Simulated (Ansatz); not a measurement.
# F− with AlF3: structure and interaction energy

Aim: relax the pair, then compute its interaction energy with counterpoise at many levels, up to CCSD(T).

Computed with Ansatz 0.2.0, Gaussian basis. Level: PBE0-D4 structure, single points in def2-TZVPPD.

Levels: PBE-D4, revPBE-D4, BLYP-D4, r2SCAN-D4, B97M-V, PBE0-D4, B3LYP-D4, HSE06-D4, wB97X-V, wB97M-V, B2PLYP, Hartree-Fock, MP2, CCSD, CCSD(T). The reference is CCSD(T) extrapolated to the basis limit.

Correlated methods freeze the cores. B3LYP uses VWN-RPA correlation. B2PLYP carries no dispersion term here.

163 further runs of the same task are left out: 163 set aside as unsound or not needed. Runs told in other sessions of the task aren't counted.

## (1) The starting structure

The pair, from a GFN2-xTB docking trial: 5 atoms, charge -1, spin multiplicity 1.

Atoms are counted from 1 here; the program's logs count them from 0.

Bond lengths: F1–Al3 1.684 Å, F2–Al3 1.684 Å, Al3–F4 1.683 Å, Al3–F5 1.683 Å. Angles: F1–Al3–F2 109.2°, F1–Al3–F4 109.8°, F1–Al3–F5 109.7°, F2–Al3–F4 109.6°, F2–Al3–F5 109.4°, F4–Al3–F5 109.1°.

Geometry (Å):

```xyz
5
AlF4
F    -0.48240   -0.28950   -1.58890
F     1.22750   -1.07530    0.40980
Al   -0.00020    0.00120   -0.00160
F     0.56220    1.58120    0.14450
F    -1.30700   -0.21760    1.03620
```

Atoms 1 to 1 are fragment A (F−), the rest fragment B (AlF3).

## (2) A first relaxation in a small basis

Contents of pre/in.yaml:

```yaml
crystal:
  periodic: [false, false, false]
  atoms:
    - {symbol: F, position_ang: [-0.482400, -0.289500, -1.588900]}
    - {symbol: F, position_ang: [1.227500, -1.075300, 0.409800]}
    - {symbol: Al, position_ang: [-0.000200, 0.001200, -0.001600]}
    - {symbol: F, position_ang: [0.562200, 1.581200, 0.144500]}
    - {symbol: F, position_ang: [-1.307000, -0.217600, 1.036200]}
basis:
  gaussian: {orbitals: def2-SVPD}
total_charge: -1
hamiltonian: {xc: pbe, dispersion: d4}
relax: {f_tol: 0.03, max_steps: 250}
```

On the command line:

```bash
> ansatz run in.yaml --threads 4 --pin off --events-out ev --progress --plain --max-ram 9574MiB
```

Further steps of the session: Relaxation at PBE0-D4; wB97X-V/def2-TZVPPD; wB97M-V/def2-TZVPPD; B2PLYP/def2-TZVPPD; B97M-V/def2-TZVPPD; CCSD(T)/def2-TZVPPD; MP2/def2-QZVPPD; Hartree-Fock/STO-3G; SPW92/def2-SVP; wB97M-V/def2-SVP; CCSD(T)/def2-SVP; Vibrations of the pair.

Q: Predict the outcome of this session. Wanted: interaction energy, CCSD(T)/CBS; of it Hartree-Fock; D4 term of PBE0-D4; shortest contact; lowest wavenumber.

As calculated:

```
                        quantity           value
 interaction energy, CCSD(T)/CBS  -583.84 kJ/mol
of it Hartree-Fock (basis limit)  -620.56 kJ/mol
              D4 term of PBE0-D4    -2.37 kJ/mol
                shortest contact   F1–Al3 1.69 Å
               lowest wavenumber        198 cm⁻¹
```

In words: The pair is bound by 583.84 kJ/mol at fixed fragment shapes. Hartree-Fock gives 106 % of it, so electrostatics, induction and charge transfer lead. r2SCAN-D4 is the best functional here (+5.65 kJ/mol from CCSD(T)/CBS); revPBE-D4 is the worst (+58.89 kJ/mol). Mean unsigned error by rung: GGA 53.33, meta-GGA 7.20, hybrid 14.27, screened hybrid 8.66, range-separated hybrid 10.94, double hybrid 19.93 kJ/mol. The double hybrids carry no dispersion term here, unlike the levels marked D4 or V. PBE-D4 gives an interaction energy 45.54 kJ/mol too high, an error of 8 % of the reference. CCSD(T) moves by -11.01 kJ/mol from triple zeta to the limit; gaps between functionals far smaller than that don't rank them. A lower arrangement may exist. The T1 diagnostic is large here, over the usual mark for main-group molecules (transition-metal compounds often pass it harmlessly), so CCSD(T) itself may be off.
